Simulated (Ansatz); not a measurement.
# BaScO3 (Pm-3m): comparison of functionals at one structure from a Python script

How far apart do the functionals lie for BaScO3 (Pm-3m) at one structure? Aim: a comparison of functionals at one structure, for BaScO3 (Pm-3m), run from a script.

Computed with Ansatz 0.2.0, driven from Python. The levels of theory stand in the script.

**1. Starting point**

It takes space group Pm-3m (No. 221, cubic). Conventional cell: a = 4.220 Å, b = 4.220 Å, c = 4.220 Å, α = 90.00°, β = 90.00°, γ = 90.00°. Around Ba (site symmetry m-3m) lie 12 O at 2.98 Å. Sc (site symmetry m-3m) is surrounded by 6 O at 2.11 Å. O (site symmetry 4/mmm) has 2 Sc at 2.11 Å and 4 Ba at 2.98 Å as nearest neighbours.

No structure file is read: the coordinates are typed or built in the script.

**2. Script**

xc_basco3.py

```python
"""One structure of BaScO3 under several functionals."""

import csv

import ansatz as az

system = (
    az.Lattice.of((4.219697, 0.0, 0.0), (0.0, 4.219697, 0.0), (0.0, 0.0, 4.219697))
    .atom("Ba", (0.0, 0.0, 0.0))
    .atom("Sc", (0.5, 0.5, 0.5))
    .atom("O", (0.5, 0.5, 0.0))
    .atom("O", (0.5, 0.0, 0.5))
    .atom("O", (0.0, 0.5, 0.5))
)

calc = system.calculation()
calc = calc.basis(19 * az.Ha)
calc = calc.kpoints(mesh=(6, 6, 6), center="gamma")
calc = calc.occupations(az.OccupationsMethod.COLD, width=0.05)
calc = calc.stress()

rows = []
for value in ["pbesol", "lda", "blyp"]:
    summary = calc.functional(value).run().report
    rows.append((value, summary["free_energy_ev"] / len(summary["lattice"]["sites"]), summary["n_iterations"], sum(summary["stress_gpa"][i][i] for i in range(3)) / 3, summary["n_kpoints"]))

with open("xc.csv", "w", newline="") as handle:
    writer = csv.writer(handle)
    writer.writerow(["functional", "F/atom (eV)", "iterations", "P (GPa)", "k-points"])
    writer.writerows([round(v, 5) if isinstance(v, float) else v for v in row] for row in rows)
print(open("xc.csv").read())
```

**3. The input behind the calls**

The engine receives this input (first run):

```yaml
crystal:
  lattice:
    - [4.219697, 0.0, 0.0]
    - [0.0, 4.219697, 0.0]
    - [0.0, 0.0, 4.219697]
  atoms:
    - { symbol: Ba, position: [0.0, 0.0, 0.0] }
    - { symbol: Sc, position: [0.5, 0.5, 0.5] }
    - { symbol: O, position: [0.5, 0.5, 0.0] }
    - { symbol: O, position: [0.5, 0.0, 0.5] }
    - { symbol: O, position: [0.0, 0.5, 0.5] }
basis:
  ecutwfc: 517.016338673772
kpoints:
  mp_grid:
    grid: [6, 6, 6]
    shift: [0.0, 0.0, 0.0]
hamiltonian:
  xc: pbesol
scf:
  occupations:
    method: cold
    width: 0.05
output:
  stress: true
```

**4. The run**

Command:

```sh
$ python xc_basco3.py
```

The log of the run:

```text
functional,F/atom (eV),iterations,P (GPa),k-points
pbesol,-1932.62461,7,-6.08984,20
lda,-1908.23503,7,-9.94847,20
blyp,-1965.071,7,2.30523,20
```

Run time: 8.2 s. Hardware: 1 thread of Arm Neoverse V2, shared host; peak memory 0.44 GiB.

**5. Inputs of later runs**

The engine's inputs for the other runs:

Run 2, against run 1:

```diff
@@ -19 +19 @@
-  xc: pbesol
+  xc: lda
```

Run 3, against run 1:

```diff
@@ -19 +19 @@
-  xc: pbesol
+  xc: blyp
```

Lines on the test bed's own set-up are left out of the output.

**6. What each run gave**

One row for each of the 3 runs:

```tsv
run	functional	energy (eV/atom)	pressure (GPa)	SCF cycles	CPU time (s)
1	pbesol	-1932.6246	-6.09	7	2.5
2	lda	-1908.2350	-9.95	7	2.3
3	blyp	-1965.0710	2.31	7	2.5
```

Energies are free energies F = E - TS of the smeared occupations. Totals under unlike functionals or potentials can't be compared directly.

**7. What came out**

```
             quantity                         value
        runs compared                             3
pressure at this cell  -9.9 (lda) to 2.3 GPa (blyp)
```

**Reading.** From lowest to highest: LDA (-9.9 GPa), PBEsol (-6.1 GPa) and BLYP (2.3 GPa). At a fixed cell a lower pressure usually means a smaller equilibrium volume, so LDA prefers the smallest cell and BLYP the largest. What to keep in mind:
- The cell holds an odd number of electrons and is run without spin, so a magnetic state may lie lower.
- The mesh is modest for a metal, so energies can be off by several to tens of meV an atom and pressures by half a GPa or more; differences at equal mesh fare better.
- Pressure is positive in compression.
- This cell is a computed structure, which may not be the phase found in nature.
- Total energies of different functionals can't be compared; pressures, moments and gaps at this one structure can.
